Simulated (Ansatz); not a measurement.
# Ti5Si: the cost of one run

Program: Ansatz 0.2.0. Level of theory: DFT PBE, scalar-relativistic, plane waves, PAW. These are calculated values, not measurements.

2 further runs of the same task are left out: 1 that didn't finish, 1 set aside as unsound or not needed.

### Step 1. The structure to begin with

It takes space group I4/mmm (No. 139, tetragonal). Conventional cell: a = 4.616 Å, b = 4.616 Å, c = 7.926 Å, α = 90.00°, β = 90.00°, γ = 90.00°. Ti (site symmetry 4/mmm) has 6 Ti at 2.01 to 2.31 Å as nearest neighbours. Ti (site symmetry mmm) has 2 Ti at 2.31 Å and 2 Si at 2.31 Å as nearest neighbours. Ti (site symmetry 4mm) is surrounded by 1 Si at 1.96 Å and 1 Ti at 2.01 Å. Si (site symmetry 4/mmm) has 6 Ti at 1.96 to 2.31 Å as nearest neighbours.

As a file:

```
CELL_PARAMETERS angstrom
-2.30776 2.30776 3.96287
2.30776 -2.30776 3.96287
2.30776 2.30776 -3.96287
ATOMIC_POSITIONS crystal
Ti 0.00000 0.00000 0.00000
Ti 0.50000 0.00000 0.50000
Ti 0.00000 0.50000 0.50000
Ti 0.74679 0.74679 0.00000
Ti 0.25321 0.25321 0.00000
Si 0.50000 0.50000 0.00000
```

A structure generator made this guess: random cell by space group and Wyckoff sites (I4/mmm, No. 139). Its size is a rough estimate.

### Step 2. Probe: one point on a coarse mesh

input.yaml

```yaml
crystal:
  lattice:
    - [-2.30776256, 2.30776256, 3.96286938]
    - [2.30776256, -2.30776256, 3.96286938]
    - [2.30776256, 2.30776256, -3.96286938]
  atoms:
    - { symbol: Ti, position: [0.0, 0.0, 0.0] }
    - { symbol: Ti, position: [0.5, 0.0, 0.5] }
    - { symbol: Ti, position: [0.0, 0.5, 0.5] }
    - { symbol: Ti, position: [0.74678761, 0.74678761, 0.0] }
    - { symbol: Ti, position: [0.25321239, 0.25321239, 0.0] }
    - { symbol: Si, position: [0.5, 0.5, 0.0] }
basis:
  ecutwfc: 420
kpoints:
  mp_grid: { grid: [6, 6, 6] }
hamiltonian:
  xc: pbe
scf:
  occupations: { method: gaussian, width: 0.1 }
  lower_state_search: "off"
output:
  forces: true
  stress: true
  eigenvalues: true
```

Run with:

```bash
$ ansatz run input.yaml --threads 1 --pin off --max-ram 2560MiB --backend cpu --events-out ev --progress --plain --runs-dir out
```

**Question.** How long does this run take on 1 thread of AMD EPYC 9R45 (Zen 5), shared host, and how much memory does it need?

About 2.1 s, with a peak of 0.45 GiB.
